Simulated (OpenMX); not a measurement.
Runs of OpenMX 3.8.5 on TaO. It takes space group P6/mmm (No. 191, hexagonal). Conventional cell: a = 3.127 Å, b = 3.127 Å, c = 3.855 Å, α = 90.00°, β = 90.00°, γ = 120.00°. Around Ta (site symmetry 6/mmm) lie 2 O at 1.93 Å. Around O (site symmetry 6/mmm) lie 2 Ta at 1.93 Å. The cell was built by a generator and needn't be a form met in nature.

| cell | pressure (GPa) |
| --- | --- |
| P6/mmm, 16.33 Å³/atom | -4.0 |
| P6/mmm, 15.69 Å³/atom | (a) |
| P6/mmm, 16.97 Å³/atom | -6.6 |
| P6/mmm, 15.07 Å³/atom | 3.0 |
| P6/mmm, 14.46 Å³/atom | (b) |

Alike in all rows: task band structure; level PBE; potentials or basis OpenMX 2013 PBE set, Ta7.0-s3p2d2f1, O6.0-s2p2d1, grid cutoff 400 Ry; no spin polarisation; k mesh 7 × 7 × 5; smearing fermi-dirac 0.05 eV.

**Question.** Fill in the values left out.

**Answer.** (a) -0.8; (b) 7.5.

Caveats: the basis of atomic orbitals isn't converged, which shifts pressures, moduli and gaps; an odd number of electrons without spin polarisation forces a metal; a magnetic or distorted state may lie lower.
